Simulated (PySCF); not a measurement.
# C7H12O2: the cost of one run

Computed with PySCF 2.14.0 and routines of our own; the level stands in each step. Atoms count from 0.

## 1. The starting structure

21 atoms, charge 0, multiplicity 1; geometry from: GFN2-xTB.

## 2. Magnetic properties: GIAO B3LYP/pcSseg-1

The job: settings as JSON, then the geometry in Å.

```
{"job": {"kind": "mag", "xc": "B3LYP", "basis": "pcSseg-1", "isotopologues": 0}, "charge": 0, "multiplicity": 1}
C     -3.101433    -0.265515    -0.348901
O     -2.002252    -0.804357     0.337156
C     -0.737941    -0.497239    -0.223308
C      0.260248    -1.413219     0.426790
C      1.470166    -1.039346     0.804620
C      2.014736     0.352068     0.622584
O      3.376685     0.335842     0.244603
C      1.150985     1.136742    -0.370211
C     -0.326136     0.968757    -0.034316
H     -3.160583     0.823440    -0.243871
H     -3.065890    -0.517240    -1.416727
H     -3.987604    -0.714027     0.096862
H     -0.769002    -0.724472    -1.307862
H     -0.093137    -2.420827     0.585837
H      2.151122    -1.739680     1.267480
H      2.014184     0.861638     1.595424
H      3.456889    -0.137119    -0.591738
H      1.432483     2.190749    -0.347656
H      1.340573     0.757461    -1.379248
H     -0.927672     1.618472    -0.672769
H     -0.505345     1.244815     1.006603
```

Level: GIAO B3LYP/pcSseg-1 magnetisability, rotational g tensor and spin-rotation constants, non-relativistic, gas phase.

The run is started by

```bash
> OMP_NUM_THREADS=1 python excited_run.py task.json out
```

One launch serves the whole session: the jobs run in the order shown.

**Question.** How long does this first job take on 1 thread of Arm Neoverse V1, shared host, and how much memory does it need?

About 46 s, with a peak of 1.1 GiB.
